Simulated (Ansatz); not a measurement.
# H6Pb: the cost of one run

Program: Ansatz 0.2.0. Level of theory: DFT PBE, scalar-relativistic, plane waves, PAW. These are calculated values, not measurements.

1 further run of the same task is left out (it didn't finish).

## 1. The system as given

It takes space group Im-3m (No. 229, cubic). The conventional cell has a = 5.123 Å, b = 5.123 Å, c = 5.123 Å, α = 90.00°, β = 90.00°, γ = 90.00°. H (site symmetry -4m2) is surrounded by 4 H at 1.81 Å. Pb (site symmetry m-3m) has 24 H at 2.86 Å as nearest neighbours.

Structure file:

```cif
data_structure
_symmetry_space_group_name_H-M 'P 1'
_symmetry_Int_Tables_number 1
_cell_length_a 4.4369
_cell_length_b 4.4369
_cell_length_c 4.4369
_cell_angle_alpha 109.471
_cell_angle_beta 109.471
_cell_angle_gamma 109.471
_cell_volume 67.24
loop_
_atom_site_label
_atom_site_type_symbol
_atom_site_fract_x
_atom_site_fract_y
_atom_site_fract_z
_atom_site_occupancy
H1 H 0.50000 0.75000 0.25000 1
H2 H 0.50000 0.25000 0.75000 1
H3 H 0.25000 0.50000 0.75000 1
H4 H 0.75000 0.50000 0.25000 1
H5 H 0.75000 0.25000 0.50000 1
H6 H 0.25000 0.75000 0.50000 1
Pb1 Pb 0.00000 0.00000 0.00000 1
```

A structure generator made this guess: random cell by space group and Wyckoff sites (Im-3m, No. 229). Lengths come from tabulated atomic sizes and are only a guess.

## 2. Probe: one point on a coarse mesh

input.yaml

```yaml
crystal:
  lattice:
    - [-2.56164491, 2.56164491, 2.56164491]
    - [2.56164491, -2.56164491, 2.56164491]
    - [2.56164491, 2.56164491, -2.56164491]
  atoms:
    - { symbol: H, position: [0.5, 0.75, 0.25] }
    - { symbol: H, position: [0.5, 0.25, 0.75] }
    - { symbol: H, position: [0.25, 0.5, 0.75] }
    - { symbol: H, position: [0.75, 0.5, 0.25] }
    - { symbol: H, position: [0.75, 0.25, 0.5] }
    - { symbol: H, position: [0.25, 0.75, 0.5] }
    - { symbol: Pb, position: [0.0, 0.0, 0.0] }
basis:
  ecutwfc: 420
kpoints:
  mp_grid: { grid: [6, 6, 6] }
hamiltonian:
  xc: pbe
scf:
  occupations: { method: gaussian, width: 0.1 }
  lower_state_search: "off"
output:
  forces: true
  stress: true
  eigenvalues: true
```

Started as:

```bash
$ ansatz run input.yaml --threads 1 --pin off --max-ram 2048MiB --backend cpu --events-out ev --progress --plain --runs-dir out
```

**Question.** How long does this run take on 1 thread of Intel Xeon Platinum 8488C (Sapphire Rapids), shared host, and how much memory does it need?

About 1.1 s, with a peak of 0.36 GiB.
